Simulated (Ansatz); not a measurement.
A nudged elastic band was laid between two geometries of a periodic cell of 17 atoms, Si (host Si, host structure diamond, interstitial Si).

Theory: DFT PBE, scalar-relativistic, plane waves, PAW (Ansatz). Settings: PAW set soft_1, cutoff 420 eV, k mesh 2x2x2, gaussian smearing 0.05 eV, no spin polarisation.

| Quantity | Value |
| --- | --- |
| movable images | 5 |
| climbing image | yes |
| spring | 5.0 eV/Å² |
| optimiser | quadratic models (default) |
| start path | straight line |
| force threshold | 0.03 eV/Å |
| iteration limit | 48 |
| end points | relaxed |

Initial state:

```xyz
17
Lattice="0.0000 5.4300 5.4300 5.4300 0.0000 5.4300 5.4300 5.4300 0.0000" Properties=species:S:1:pos:R:3
Si 0.000 0.028 -0.001
Si 1.357 1.348 1.367
Si 2.677 2.711 0.004
Si 4.049 4.089 1.380
Si 2.710 -0.004 2.719
Si 4.063 1.348 4.073
Si 5.426 2.711 2.752
Si 6.788 4.074 4.072
Si 0.000 2.716 2.687
Si 1.388 4.103 4.042
Si 2.723 5.437 2.708
Si 4.049 6.765 4.056
Si 2.743 2.716 5.429
Si 4.063 4.072 6.797
Si 5.426 5.393 5.434
Si 6.805 6.764 6.811
Si 5.436 8.150 5.425
```

Final state:

Only the atoms that move by more than 0.05 Å are listed.
```
Si10 1.358 4.072 4.072
Si17 4.073 6.793 6.791
```

Q: Which bonds break or form, and what moves?

A: The atom that moves furthest is Si17, by 2.36 Å; four of its nearest neighbours are Si4 2.39, Si12 2.39, Si16 2.39, Si10 2.39 Å at the first end and Si15 2.39, Si5 2.39, Si3 2.39, Si7 2.39 Å at the last.

Q: What energy profile does the band end with?

A: The run converged. The highest image is number 4 of 0 to 6, 0.31 eV above the ends, which have the same energy within 2 meV. By the program's own check the climbing image is a first-order saddle point (lowest curvatures found: -0.21 and 0.61 eV/Å²). Limits of this set-up: coarse k mesh, a small cell, in which the defect meets its images, a typed lattice constant that wasn't relaxed here.

```tsv
image	path coordinate (Å)	energy (eV)	Si10–Si17 (Å)	Si5–Si17 (Å)
0	0.00	0.00	2.39	4.70
1	0.42	0.05	2.43	4.38
2	0.84	0.23	2.50	4.01
3	1.26	0.29	2.74	3.59
4	1.68	0.31	3.15	3.15
5	2.43	0.20	4.02	2.53
6	3.18	0.00	4.70	2.39
```

Q: What is the geometry of the highest image?

A: 
```xyz
17
Lattice="0.0000 5.4300 5.4300 5.4300 0.0000 5.4300 5.4300 5.4300 0.0000" Properties=species:S:1:pos:R:3:forces:R:3
Si -0.079 0.009 0.080 0.00 0.00 0.00
Si 1.322 1.410 1.307 0.00 0.00 0.00
Si 2.597 2.791 -0.074 0.00 0.00 0.00
Si 3.970 4.164 1.461 0.00 0.00 0.00
Si 2.917 0.203 2.514 0.00 0.00 0.00
Si 4.124 1.410 4.108 0.00 0.00 0.00
Si 5.505 2.791 2.833 0.00 0.00 0.00
Si 6.976 4.263 3.884 0.00 0.00 0.00
Si -0.079 2.637 2.708 0.00 0.00 0.00
Si 1.128 3.844 4.303 0.00 0.00 0.00
Si 2.498 5.215 2.932 0.00 0.00 0.00
Si 3.970 6.686 3.983 0.00 0.00 0.00
Si 2.723 2.637 5.510 0.00 0.00 0.00
Si 4.124 4.039 6.737 0.00 0.00 0.00
Si 5.505 5.314 5.356 0.00 0.00 0.00
Si 6.877 6.686 6.891 0.00 0.00 0.00
Si 4.737 7.453 6.124 0.00 0.00 0.00
```

The run took 29 min on 1 thread of AMD EPYC 7R43 64-Core Processor (Zen 3), on a shared host, peak memory 0.91 GiB.
